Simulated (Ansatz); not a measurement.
# AlFH₃NSi: basis-set convergence

The task here is to estimate one member of a computed series from the others.

Computed with Ansatz 0.2.0, Gaussian basis. Level: one geometry, several basis sets.

Plan: PBE0-D4/def2-SVP; ωB97M-V/def2-SVP; PBE0-D4/def2-QZVPP; ωB97M-V/def2-QZVPP; the functionals' def2-TZVPP values are taken from earlier runs.

## The geometry

An earlier PBE0-D4 in a triple-zeta def2 set relaxation fixed the geometry.

SMILES `[F][Al]1[NH][SiH2]1`, 7 atoms, charge 0, spin multiplicity 1.

Atoms are counted from 1 here; the program's logs count them from 0.

Bond lengths: F1–Al2 1.642 Å, Al2–N3 1.763 Å, Al2–Si4 2.285 Å, N3–Si4 1.772 Å, N3–H5 1.009 Å, Si4–H6 1.492 Å, Si4–H7 1.492 Å. Angles: F1–Al2–N3 136.7°, F1–Al2–Si4 173.4°, N3–Al2–Si4 49.9°, Al2–N3–Si4 80.6°, Al2–N3–H5 150.7°, Si4–N3–H5 128.7°, Al2–Si4–N3 49.5°, Al2–Si4–H6 126.5°, Al2–Si4–H7 126.5°, N3–Si4–H6 116.6°, N3–Si4–H7 116.6°, H6–Si4–H7 106.2°.

Geometry (Å):

```mol
AlFH3NSi
  3D, bonds by distance, orders not assigned

  7  7  0  0  0  0  0  0  0  0999 V2000
   -0.2552   -2.7198    1.3759 F   0  0
   -0.2778   -1.2601    0.6236 Al  0  0
    0.9116   -0.0813    0.0727 N   0  0
   -0.5724    0.7492   -0.4244 Si  0  0
    1.8692    0.2183   -0.0365 H   0  0
   -0.8569    2.0585    0.2316 H   0  0
   -0.7574    0.9673   -1.8886 H   0  0
  1  2  8  0
  2  3  8  0
  3  4  8  0
  3  5  8  0
  4  6  8  0
  4  7  8  0
  2  4  8  0
M  END
```

The first run:

Contents of in.yaml:

```yaml
crystal:
  periodic: [false, false, false]
  atoms:
    - {symbol: F, position_ang: [-0.255155, -2.719762, 1.375876]}
    - {symbol: Al, position_ang: [-0.277783, -1.260133, 0.623583]}
    - {symbol: N, position_ang: [0.911597, -0.081330, 0.072742]}
    - {symbol: Si, position_ang: [-0.572379, 0.749166, -0.424407]}
    - {symbol: H, position_ang: [1.869239, 0.218279, -0.036482]}
    - {symbol: H, position_ang: [-0.856947, 2.058494, 0.231581]}
    - {symbol: H, position_ang: [-0.757372, 0.967286, -1.888594]}
basis:
  gaussian: {orbitals: def2-SVP}
hamiltonian: {xc: pbe0, dispersion: d4}
output: {orbitals: {seedname: orbitals}}
```

On the command line:

```bash
> ansatz run in.yaml --threads 2 --pin off --events-out ev --progress --plain --max-ram 4352MiB
```

Steps of the session up to this table: PBE0-D4 in def2-SVP; ωB97M-V in def2-SVP; PBE0-D4 in def2-QZVPP; ωB97M-V in def2-QZVPP.

One table of the session follows, with a row left open; its other results are not shown here.

It belongs to the step «Functionals by basis». 

```
functional       basis  HOMO (eV)  LUMO (eV)
   PBE0-D4    def2-SVP      -6.89      -1.46
   PBE0-D4  def2-TZVPP      -6.92      -1.56
   PBE0-D4  def2-QZVPP      -6.95      -1.63
   ωB97M-V    def2-SVP          ?          ?
   ωB97M-V  def2-TZVPP      -8.90       0.14
   ωB97M-V  def2-QZVPP      -8.93      -0.06
```

**Question.** Estimate the row for ωB97M-V, def2-SVP.

The run gave: HOMO (eV): -8.83; LUMO (eV): 0.30. In the column «HOMO (eV)» it lies between ωB97M-V, def2-TZVPP (-8.90) and PBE0-D4, def2-QZVPP (-6.95).
